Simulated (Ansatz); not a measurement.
Working through a single point from a YAML input of B4OsW, space group P-6m2

Program: Ansatz 0.2.0, Python API.

Contents of `b4osw.yaml`:
```yaml
crystal:
  lattice:
    - [2.920404, 0.0, 0.0]
    - [-1.460202, 2.529144, 0.0]
    - [0.0, 0.0, 7.523513]
  atoms:
    - { symbol: B, position: [0.0, 0.0, 0.707169] }
    - { symbol: B, position: [0.666667, 0.333333, 0.798602] }
    - { symbol: B, position: [0.666667, 0.333333, 0.201398] }
    - { symbol: B, position: [0.0, 0.0, 0.292831] }
    - { symbol: Os, position: [0.0, 0.0, 0.0] }
    - { symbol: W, position: [0.666667, 0.333333, 0.5] }
kpoints:
  mp_grid: { grid: [9, 9, 3] }
hamiltonian:
  xc: pbesol
scf:
  occupations: { method: cold, width: 0.05 }
basis:
  ecutwfc: 510
output:
  forces: true
  stress: true
  eigenvalues: true
```

Run as a notebook:

**Cell 1**
```python
import json

import ansatz as az
import numpy as np
```

**Cell 2**
```python
res = az.Session.from_deck("b4osw.yaml").plan(threads=1).execute()
data = res.report
```
Output:
```text
DeckWarning: the atoms were moved onto the symmetric positions of the space group found under crystal.symmetry.tolerance 1.0e-5 (fractional; no operation is sought that the atoms, as they stand in a round, miss by more than twice it, and no atom is moved by as much as it), and the run uses the moved positions. Before [...]
```

**Cell 3**
```python
[(site.symbol, site.position_frac.round(4).tolist()) for site in res.lattice.sites]
```
Output:
```text
[(<Element.B: 'B'>, [-0.0, -0.0, 0.7072]), (<Element.B: 'B'>, [0.6667, 0.3333, 0.7986]),
 (<Element.B: 'B'>, [0.6667, 0.3333, 0.2014]), (<Element.B: 'B'>, [-0.0, -0.0, 0.2928]),
 (<Element.OS: 'Os'>, [-0.0, -0.0, 0.0]), (<Element.W: 'W'>, [0.6667, 0.3333, 0.5])]
```

**Cell 4**
```python
data["mixing_algorithm"], data["preconditioner"], data["eigensolver"]
```
Output:
```text
('MSR1', 'none', 'band_cg')
```

**Cell 5**
```python
for key in ("converged", "n_iterations", "n_electrons", "n_kpoints", "n_pw", "n_symmetry_ops", "free_energy_ev", "fermi_energy_ev"):
    print(f"{key:18s} {data[key]}")
```
Output:
```text
converged          True
n_iterations       6
n_electrons        42.0
n_kpoints          24
n_pw               1467
n_symmetry_ops     12
free_energy_ev     -22120.19559195952
fermi_energy_ev    17.98392804631706
```

**Cell 6**
```python
forces = np.array(data["forces_ev_ang"])
norms = np.linalg.norm(forces, axis=1)
print("largest force {:.4f} eV/A on atom {}".format(norms.max(), norms.argmax()))
print(np.array2string(forces, precision=4, suppress_small=True))
```
Output:
```text
largest force 0.1091 eV/A on atom 0
[[ 0.      0.     -0.1091]
 [-0.     -0.     -0.0208]
 [-0.     -0.      0.0208]
 [ 0.      0.      0.1091]
 [-0.     -0.      0.    ]
 [ 0.      0.      0.    ]]
```

**Cell 7**
```python
fermi = data["fermi_energy_ev"]
print("levels less the Fermi level (eV) at the first k-points (first spin channel where there are two)")
for k, levels in list(zip(data["kpoints_frac"], data["eigenvalues_ev"]))[:3]:
    print("k = ({:.3f}, {:.3f}, {:.3f})".format(*k))
    print("   ", " ".join(f"{e - fermi:.3f}" for e in levels))
```
Output:
```text
levels less the Fermi level (eV) at the first k-points (first spin channel where there are two)
k = (0.000, 0.000, 0.000)
    -86.968 -73.436 -46.579 -46.150 -46.150 -37.926 -37.360 -37.360 -14.155 -11.914 -9.872 -6.921 -3.653 -3.653 -3.620 -3.521 -2.722 -2.722 -1.307 -1.307 0.452 0.452 2.213 2.213 3.921 5.098
k = (0.000, 0.000, 0.333)
    -86.968 -73.436 -46.579 -46.150 -46.150 -37.926 -37.360 -37.360 -13.830 -12.752 -8.856 -7.318 -4.057 -3.674 -3.674 -3.252 -2.700 -2.700 -1.070 -1.070 -0.114 -0.114 2.861 2.861 4.164 4.555
k = (0.000, 0.111, 0.000)
    -86.965 -73.430 -46.572 -46.197 -46.161 -37.911 -37.451 -37.381 -13.889 -11.766 -9.490 -6.618 -4.302 -4.054 -3.629 -3.371 -3.035 -2.492 -1.752 -1.048 -0.353 0.243 1.705 1.950 4.262 5.119
```

**Cell 8**
```python
keep = ["free_energy_ev", "energy_sigma0_ev", "fermi_energy_ev", "n_iterations", "converged", "magnetization_mub", "n_kpoints"]
with open("b4osw.json", "w") as handle:
    json.dump({key: data[key] for key in keep}, handle, indent=1)
```

File `b4osw.json` afterwards:
```json
{
 "free_energy_ev": -22120.19559195952,
 "energy_sigma0_ev": -22120.195127013863,
 "fermi_energy_ev": 17.98392804631706,
 "n_iterations": 6,
 "converged": true,
 "magnetization_mub": 0.0,
 "n_kpoints": 24
}
```

What to keep in mind:
- Total energies depend on the potentials; only differences at equal settings carry meaning. A total without «per atom» is that of the cell as typed.
- The computed bands are complete only to about 4.1 eV above the Fermi level.
- The mesh is modest for a metal, so energies can be off by several to tens of meV an atom and pressures by half a GPa or more; differences at equal mesh fare better.
- An absolute Fermi energy rests on an arbitrary zero of the periodic potential and has no direct meaning.
- The structure comes from a database of computed cells and needn't be a stable or known phase.
- Gaps and levels are Kohn-Sham values on a finite set of k-points, without spin-orbit coupling.
- Warnings are shown shortened and without file and line.
- Wall time of the script: 4.7 s on 1 thread of Arm Neoverse V1, on a shared host, peak memory 0.39 GiB.
